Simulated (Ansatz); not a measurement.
**BBrH4S (built from SMILES BBr.S): a barrier at many levels of theory**

How high is the barrier of this step (Br2–H5 formed, B1–Br2 broken, H5–S6 broken), and how far do cheaper methods land from CCSD(T)?

Computed with Ansatz 0.2.0, Gaussian basis. Level: single points in def2-TZVPP on PBE0-D4/def2-TZVP structures.

Levels: SPW92, PBE-D4, BLYP-D4, r2SCAN-D4, B97M-V, PBE0-D4, B3LYP-D4, r2SCAN0-D4, BHLYP-D4, CAM-B3LYP-D4, wB97X-V, wB97M-V, B2PLYP, PBE-QIDH, RPA on PBE, Hartree-Fock, MP2, CCSD, CCSD(T). The reference is CCSD(T) at the basis limit, from triple and quadruple zeta. Zero-point energies come from PBE0-D4 vibrations.

Cores are frozen in the correlated methods. Filled d shells of the heavier atoms are correlated. B3LYP uses VWN-RPA correlation. B2PLYP carries no dispersion term here.

23 further runs of the same task are left out: 23 set aside as unsound or not needed.

## (1) Start, saddle and end, as given

Charge 0, multiplicity 1. The folders r, ts and p hold the start, the saddle and the end; their coordinates stand in the first inputs.

| pair | r (Å) | ts (Å) | p (Å) |
| --- | --- | --- | --- |
| Br2–H5 | 3.181 | 1.610 | 1.431 |
| B1–Br2 | 1.995 | 2.351 | 4.452 |
| H5–S6 | 1.347 | 1.758 | 2.511 |

## (2) wB97M-V/def2-TZVPP

Input file r/in.yaml:

```yaml
crystal:
  periodic: [false, false, false]
  atoms:
    - {symbol: B, position_ang: [-0.604638, -0.497160, -0.313535]}
    - {symbol: Br, position_ang: [0.013672, 0.257294, -2.054239]}
    - {symbol: H, position_ang: [-0.363696, -1.665339, -0.186452]}
    - {symbol: H, position_ang: [-1.708297, -0.143218, -0.004374]}
    - {symbol: H, position_ang: [1.727796, 0.148369, 0.623576]}
    - {symbol: S, position_ang: [0.492109, 0.298916, 1.137329]}
    - {symbol: H, position_ang: [0.442952, 1.601141, 0.797695]}
basis:
  gaussian: {orbitals: def2-TZVPP}
hamiltonian: {xc: {name: wB97M-V}}
```

Input file ts/in.yaml:

```yaml
crystal:
  periodic: [false, false, false]
  atoms:
    - {symbol: B, position_ang: [-0.595152, -0.505155, 0.000099]}
    - {symbol: Br, position_ang: [0.629354, 0.122562, -1.906396]}
    - {symbol: H, position_ang: [-0.520841, -1.688968, -0.082667]}
    - {symbol: H, position_ang: [-1.611334, 0.096531, -0.127776]}
    - {symbol: H, position_ang: [1.194236, 0.343038, -0.415138]}
    - {symbol: S, position_ang: [0.665352, 0.179094, 1.253699]}
    - {symbol: H, position_ang: [0.238285, 1.452900, 1.278179]}
basis:
  gaussian: {orbitals: def2-TZVPP}
hamiltonian: {xc: {name: wB97M-V}}
```

Input file p/in.yaml:

```yaml
crystal:
  periodic: [false, false, false]
  atoms:
    - {symbol: B, position_ang: [-0.976430, -0.655167, 0.608231]}
    - {symbol: Br, position_ang: [1.834640, 0.619039, -2.600647]}
    - {symbol: H, position_ang: [-0.898114, -1.817205, 0.361833]}
    - {symbol: H, position_ang: [-1.994249, -0.043504, 0.546660]}
    - {symbol: H, position_ang: [1.400343, 0.381599, -1.257906]}
    - {symbol: S, position_ang: [0.539253, 0.128681, 1.087420]}
    - {symbol: H, position_ang: [0.094457, 1.386558, 1.254409]}
basis:
  gaussian: {orbitals: def2-TZVPP}
hamiltonian: {xc: {name: wB97M-V}}
```

The command line of these runs was not kept.

The runs that follow: CCSD(T)/def2-TZVPP; MP2/def2-QZVPP; Vibrations of the start structure; Vibrations of the end structure.

Before running it: what results should come out? Wanted: barrier, CCSD(T)/CBS; reverse barrier, CCSD(T)/CBS; step energy, CCSD(T)/CBS; barrier with zero-point energy; step energy with zero-point energy; imaginary mode at the saddle; largest T1 diagnostic.

**Answer**, as computed:

| quantity | value |
| --- | --- |
| barrier, CCSD(T)/CBS | 0.891 eV |
| reverse barrier, CCSD(T)/CBS | 0.623 eV |
| step energy, CCSD(T)/CBS | +0.268 eV |
| barrier with zero-point energy | 0.757 eV |
| step energy with zero-point energy | +0.165 eV |
| imaginary mode at the saddle | 600i cm⁻¹ |
| largest T1 diagnostic | 0.010 |

What this shows: Among the functionals PBE-QIDH lands nearest to CCSD(T)/CBS (+0.014 eV) and SPW92 farthest (-0.291 eV). By rung, the mean size of the error is: LDA 0.291, GGA 0.215, meta-GGA 0.102, hybrid 0.076, range-separated hybrid 0.037, double hybrid 0.021 eV. PBE-D4 gives a barrier 0.233 eV too low, outside chemical accuracy (1 kcal/mol, 0.043 eV). Every functional without exact exchange puts the forward barrier too low. The barrier rises with the share of exact exchange, from BLYP-D4 through B3LYP-D4 to BHLYP-D4 (-0.197, -0.076, +0.099 eV). Hartree-Fock, with no correlation, is off by +0.359 eV. Zero-point motion lowers the barrier by 0.134 eV.
